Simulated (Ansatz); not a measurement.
# EuBrO: the cost of one run

Computed with Ansatz 0.2.0 (DFT PBEsol without U, plane waves, PAW, no spin–orbit coupling unless a run says so, unless a step's input says otherwise).

1 further run of the same task is left out (it didn't finish).

### Step 1. The system as given

It takes space group P4/nmm (No. 129, tetragonal). Conventional cell: a = 4.121 Å, b = 4.121 Å, c = 7.266 Å, α = 90.00°, β = 90.00°, γ = 90.00°. Eu (site symmetry 4mm) is surrounded by 4 O at 2.55 Å and 5 Br at 3.10 to 3.23 Å. Around O (site symmetry -4m2) lie 4 Eu at 2.55 Å. Br (site symmetry 4mm) is surrounded by 5 Eu at 3.10 to 3.23 Å.

Coordinates:

```
CELL_PARAMETERS angstrom
4.12131 0.00000 0.00000
0.00000 4.12131 0.00000
0.00000 0.00000 7.26594
ATOMIC_POSITIONS crystal
Eu 0.50000 0.00000 0.20580
Eu 0.00000 0.50000 0.79420
O 0.00000 0.00000 0.00000
O 0.50000 0.50000 0.00000
Br 0.50000 0.00000 0.64970
Br 0.00000 0.50000 0.35030
```

An earlier series on this cell reached its lowest free state from «ferromagnetic start, free, symmetry kept, no search», perhaps among other starts.

### Step 2. Antiferromagnetic start, free

Input file input.yaml:

```yaml
crystal:
  lattice:
    - [4.12130988, 0.0, 0.0]
    - [0.0, 4.12130988, 0.0]
    - [0.0, 0.0, 7.2659395]
  atoms:
    - { symbol: Eu, position: [0.5, 0.0, 0.2058], spin: 6.0 }
    - { symbol: Eu, position: [0.0, 0.5, 0.7942], spin: -6.0 }
    - { symbol: O, position: [0.0, 0.0, 0.0] }
    - { symbol: O, position: [0.5, 0.5, 0.0] }
    - { symbol: Br, position: [0.5, 0.0, 0.6497] }
    - { symbol: Br, position: [0.0, 0.5, 0.3503] }
basis:
  ecutwfc: 420
  ecutrho_ratio: 4
kpoints:
  mp_grid: { grid: [5, 5, 3] }
hamiltonian:
  xc: pbesol
scf:
  occupations: { method: gaussian, width: 0.05 }
  lower_state_search: "off"
  max_iter: 150
output:
  forces: true
  stress: true
  eigenvalues: true
  populations: true
  hubbard: { sites: [{ site: 0, l: f }, { site: 1, l: f }] }
  write_density: true
  write_potential: true
  elf: true
  volumetric_format: npy
magnetization:
  spin_polarized: true
```

On the command line:

```sh
$ ansatz run input.yaml --threads 4 --pin off --max-ram 6144MiB --backend cpu --events-out ev --progress --plain --runs-dir out
```

**Question.** How long does this run take on 4 threads of Arm Neoverse V1, shared host, and how much memory does it need?

About 12 s, with a peak of 0.51 GiB.
